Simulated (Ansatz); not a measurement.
**FH₇OSi₃: a ladder of functionals and wavefunction methods**

Aim: compute FH₇OSi₃ with functionals from several rungs and with coupled cluster, and see how far each lands from CCSD(T) at the basis-set limit for the atomisation energy.

The runs use Ansatz 0.2.0, Gaussian basis; functionals in def2-TZVPP, the program's frozen cores in correlated methods.

The runs, in order: LDA (SPW92), PBE-D4, revPBE-D4, BLYP-D4, r2SCAN-D4, B97M-V, PBE0-D4, B3LYP-D4, r2SCANh-D4, r2SCAN0-D4, HSE06-D4, BHLYP-D4, CAM-B3LYP-D4, LC-ωPBE, ωB97X-V, ωB97M-V, B2PLYP, PBE-QIDH; CCSD(T)/def2-SVP; CCSD(T)/def2-TZVPP; MP2/def2-QZVPP; extrapolation to the limit; RPA on PBE.

## Step 1: The relaxed structure

All runs share one geometry, relaxed beforehand with PBE0-D4 in a triple-zeta def2 set.

SMILES `O[SiH](F)[SiH2][SiH3]`, 12 atoms, charge 0, spin multiplicity 1.

Atoms are counted from 1 here; the program's logs count them from 0.

Bond lengths: O1–Si2 1.636 Å, O1–H6 0.958 Å, Si2–F3 1.604 Å, Si2–Si4 2.346 Å, Si2–H7 1.480 Å, Si4–Si5 2.339 Å, Si4–H8 1.490 Å, Si4–H9 1.492 Å, Si5–H10 1.487 Å, Si5–H11 1.488 Å, Si5–H12 1.486 Å. Angles: Si2–O1–H6 118.6°, O1–Si2–F3 110.1°, O1–Si2–Si4 113.3°, O1–Si2–H7 105.3°, F3–Si2–Si4 106.4°, F3–Si2–H7 107.3°, Si4–Si2–H7 114.4°, Si2–Si4–Si5 110.9°, Si2–Si4–H8 108.8°, Si2–Si4–H9 108.8°, Si5–Si4–H8 110.4°, Si5–Si4–H9 109.9°, H8–Si4–H9 108.0°, Si4–Si5–H10 110.8°, Si4–Si5–H11 109.5°, Si4–Si5–H12 109.7°, H10–Si5–H11 108.8°, H10–Si5–H12 109.1° and more.

## Step 2: LDA

This LDA is Slater exchange with PW92 correlation.

in.yaml

```yaml
crystal:
  periodic: [false, false, false]
  atoms:
    - {symbol: O, position_ang: [-3.018632, -0.211263, 0.233437]}
    - {symbol: Si, position_ang: [-1.479480, -0.279130, 0.783857]}
    - {symbol: F, position_ang: [-1.204530, 0.928762, 1.802784]}
    - {symbol: Si, position_ang: [0.122836, -0.087254, -0.918576]}
    - {symbol: Si, position_ang: [2.266771, 0.178023, -0.022790]}
    - {symbol: H, position_ang: [-3.250328, 0.472139, -0.397309]}
    - {symbol: H, position_ang: [-1.397069, -1.536526, 1.560844]}
    - {symbol: H, position_ang: [0.064748, -1.307258, -1.772642]}
    - {symbol: H, position_ang: [-0.219670, 1.088414, -1.771736]}
    - {symbol: H, position_ang: [3.289428, 0.215977, -1.102017]}
    - {symbol: H, position_ang: [2.570781, -0.960950, 0.884513]}
    - {symbol: H, position_ang: [2.332045, 1.443667, 0.753635]}
basis:
  gaussian: {orbitals: def2-TZVPP}
hamiltonian: {xc: lda}
output: {orbitals: {seedname: orbitals}}
```

Further steps of the session: PBE-D4 (GGA); revPBE-D4 (GGA); BLYP-D4 (GGA); r2SCAN-D4 (meta-GGA); B97M-V (meta-GGA); PBE0-D4 (hybrid); B3LYP-D4 (hybrid); r2SCANh-D4 (hybrid); r2SCAN0-D4 (hybrid); HSE06-D4 (hybrid); BHLYP-D4 (hybrid); CAM-B3LYP-D4 (range-separated); LC-ωPBE (range-separated); ωB97X-V (range-separated); ωB97M-V (range-separated); B2PLYP (double hybrid); PBE-QIDH (double hybrid); CCSD(T) in def2-SVP; CCSD(T) in def2-TZVPP; MP2 in def2-QZVPP; RPA on PBE orbitals.

Q: Predict the results of all the runs planned. Wanted: atomisation energy, CCSD(T)/CBS; farthest beyond LDA; mean size of error, GGA; mean size of error, meta-GGA; mean size of error, hybrid; mean size of error, range-separated; mean size of error, double hybrid; gap, smallest and largest; T1 diagnostic.

The runs gave:

```
                               quantity                                      value
        atomisation energy, CCSD(T)/CBS                             950.1 kcal/mol
functionals within 4.8 kcal/mol (0.5 %)   r2SCAN-D4, B97M-V, CAM-B3LYP-D4, ωB97X-V
                    farthest beyond LDA                 revPBE-D4 (-26.8 kcal/mol)
                mean size of error, GGA                              16.5 kcal/mol
           mean size of error, meta-GGA                               2.2 kcal/mol
             mean size of error, hybrid                              16.2 kcal/mol
    mean size of error, range-separated                               6.3 kcal/mol
      mean size of error, double hybrid                              18.8 kcal/mol
              gap, smallest and largest  5.32 eV (LDA (SPW92)), 12.09 eV (LC-ωPBE)
                          T1 diagnostic                                     0.0133
triples share of the correlation energy                                      3.2 %
```

LDA overbinds by 107.0 kcal/mol (11 %). PBE-D4 misses by -8.5 kcal/mol. Double hybrids carry the basis error of their MP2 part in triple zeta, and no dispersion term here, so their miss is partly the set-up's. Taken by rung, meta-GGA functionals do best (2.2 kcal/mol on average) and double hybrid ones worst beyond LDA (18.8 kcal/mol). The reference freezes the cores and leaves out relativity and excitations past (T), so misses under about 4.8 kcal/mol can't be ranked. Hartree-Fock recovers 74 % of the binding; the rest is correlation. CCSD(T) in def2-SVP is off by -78.7 kcal/mol, more than most functionals: a good method in a small basis is no reference. The gap grows from 5.3 to 12.1 eV across the functionals, mostly with the share of exact exchange.
